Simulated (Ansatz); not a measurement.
# Ga4Sb3P: the cell at several levels of theory

Aim: relax an ordered 8-atom cell of Ga4Sb3P on the zincblende lattice (I-42m) with PBE and r2SCAN and see how far the functionals disagree on the cell. This is a trial cell built on a prototype, not taken from a measured structure, and it needn't be the compound's ground state.

The runs shown are made with Ansatz 0.2.0. PAW datasets, plane waves, zero pressure. The cell comes from a prototype generator: it can be a known phase or a hypothetical one. Spin polarisation is off.

### Step 1. The cell

This is the cell as the run starts from it, not yet at rest; its lengths are not the crystal's.

It is tetragonal, I-42m (No. 121); a = 5.786 Å, c = 11.571 Å in the conventional setting, 24.21 Å³ an atom. Near P stand 4 Ga at 2.51 Å; near Ga stand 1 P at 2.51 Å and 3 Sb at 2.51 Å; near Sb stand 4 Ga at 2.51 Å.

The structure in full:

```
P Ga Sb
1.0
    -2.89281    2.89281    5.78563
     2.89281   -2.89281    5.78563
     2.89281    2.89281   -5.78563
P Ga Sb
1 4 3
Direct
  0.00000 0.00000 0.00000
  0.62500 0.62500 0.50000
  0.87500 0.37500 0.00000
  0.12500 0.12500 0.50000
  0.37500 0.87500 0.00000
  0.25000 0.75000 0.50000
  0.50000 0.50000 0.00000
  0.75000 0.25000 0.50000
```

### Step 2. PBE: cell and atoms

Input file input.yaml:

```yaml
crystal:
  lattice:
    - [-2.8928135238, 2.8928135238, 5.7856270475]
    - [2.8928135238, -2.8928135238, 5.7856270475]
    - [2.8928135238, 2.8928135238, -5.7856270475]
  atoms:
    - { symbol: P, position: [0.0, 0.0, 0.0] }
    - { symbol: Ga, position: [0.625, 0.625, 0.5] }
    - { symbol: Sb, position: [0.25, 0.75, 0.5] }
    - { symbol: Ga, position: [0.875, 0.375, 0.0] }
    - { symbol: Sb, position: [0.5, 0.5, 0.0] }
    - { symbol: Ga, position: [0.125, 0.125, 0.5] }
    - { symbol: Sb, position: [0.75, 0.25, 0.5] }
    - { symbol: Ga, position: [0.375, 0.875, 0.0] }
kpoints:
  mp_grid: { grid: [6, 6, 6] }
hamiltonian:
  xc: pbe
scf:
  occupations: { method: fermi_dirac, width: 0.02 }
relax:
  f_tol: 0.005
  cell: {}
```

Started as:

```bash
> ansatz run input.yaml --threads 2 --pin off --max-ram 20275MiB --backend cpu --events-out ev --progress --plain --runs-dir out
```

Log (excerpt; [...] marks lines left out):

```text
[...]
Pseudopotentials: kind: paw
Pseudopotential: P, paw, valence charge 5, recommended cutoff 420 eV (normal), P.paw.azcp
Pseudopotential: Ga, paw, valence charge 13, recommended cutoff 420 eV (normal), Ga.paw.azcp
Pseudopotential: Sb, paw, valence charge 15, recommended cutoff 420 eV (normal), Sb.paw.azcp
Functional definition: PBE
[...]
Crystal: 8 atoms, lattice volume = 193.665 Å³
Basis set: ecut = 420 eV, 3795 PW (Γ), exchange–correlation on 96×96×96 points (8 copies of the dense FFT grid, shifted against one another)
Bands: 62, of which v1, the nominal top of the filled ones, is band 51 counted from 1 (50 counted from 0)
Symmetry: 8 space group operations
Space group: I-42m (ITA 121), of the structure as read, at distance tolerance 5.8e-5 Å
k-points: 30 of 216 (time reversal used)
[...]
SCF iter   1: F=—  HF=-35341.527351 eV  |F-HF|=—  |Δ(HF+E_count)|=         —  Δρ=1.42e-3  dr2=4.83e-3  ethr=1.77e-3  ⟨swp⟩=7.8  Hψ=7799  notcnv=0
[...]
relax step   1: F+E_penalty+E_count = -35341.51836108 eV  Δ(F+E_penalty+E_count) = +0.000e0 eV  max|allowed force component| = 1.077e0 eV/Å  Δτ_max = 0.0000 Å  P = +9.836 GPa  Ω = 193.665 Å³  (7 SCF iters, dr2 threshold 1.00e-7 eV, accepted)
[...]
  atom   3  Sb    -0.00000000     0.00000000     0.00000000
  atom   4  Ga     0.00304105    -0.00304105    -0.00084757
  atom   5  Sb    -0.00000000    -0.00000000     0.00000000
  atom   6  Ga     0.00304105     0.00304105     0.00084757
  atom   7  Sb    -0.00000000     0.00000000     0.00000000
  atom   8  Ga    -0.00304105     0.00304105    -0.00084757
[...]
--- Stress (GPa, compression-positive) ---
       -0.005493      -0.000000      -0.000000
       -0.000000      -0.005493       0.000000
       -0.000000       0.000000      -0.003171
  P = ⅓ Tr σ = -0.0047 GPa (-0.047 kbar)
--- Relaxed structure (4 steps of the walk, 4 accepted, 1 SCFs on fresh bases) ---
  F+E_penalty+E_count = -35342.83641684 eV   max|allowed force component| = 3.041e-3 eV/Å   (the final SCF, on the basis selected at the relaxed cell)
  cell:  # Å, volume = 219.1845 Å³
    - [-3.017886155333116, 3.017886155333116, 6.016501992541848]
    - [3.017886155333116, -3.017886155333116, 6.016501992541848]
    - [3.017886155333116, 3.017886155333116, -6.016501992541848]
  atoms:
    - { symbol: P, position: [-6.066938820240111e-19, -6.066938820240142e-19, -6.184061191234835e-19] }
    - { symbol: Ga, position: [0.6515690177157162, 0.6515690177157162, 0.539619219803358] }
    - { symbol: Sb, position: [0.25000000000000006, 0.75, 0.5] }
    - { symbol: Ga, position: [0.8880502020876418, 0.3484309822842838, 0.0] }
    - { symbol: Sb, position: [0.5, 0.5, -2.8303836543058164e-18] }
    - { symbol: Ga, position: [0.11194979791235811, 0.11194979791235805, 0.46038078019664186] }
    - { symbol: Sb, position: [0.75, 0.25000000000000006, 0.5] }
    - { symbol: Ga, position: [0.3484309822842838, 0.8880502020876418, 0.0] }
```

It took 57 s on 2 threads of AMD EPYC 7R13 (Zen 3), shared host; peak memory 0.91 GiB.

The steps:

```csv
step,energy change (meV/atom),largest force (eV/Å),pressure (GPa),volume (Å³/atom)
1,0.0,1.0774,9.84,24.208
2,-160.5,0.2672,-0.96,27.938
3,-163.8,0.0131,-0.32,27.576
4,-164.0,0.0033,-0.01,27.398
5,-164.8,0.0030,0.00,27.398
```

Step 5 solves the same cell on a plane-wave basis chosen anew, so the energy can jump there without a move.

The table lists every geometry solved, with passes on a fresh basis, whose energies don't compare exactly with the rows above.

|  | before | after | change |
| --- | --- | --- | --- |
| a (Å) | 5.786 | 6.036 | +4.32 % |
| c (Å) | 11.571 | 12.033 | +3.99 % |
| volume (Å³/atom) | 24.208 | 27.398 | +13.18 % |
| shortest distance (Å) | 2.505 | 2.426 | -3.17 % |
| space group | I-42m | I-42m | same |

(Part 1 of 2 ends here.)
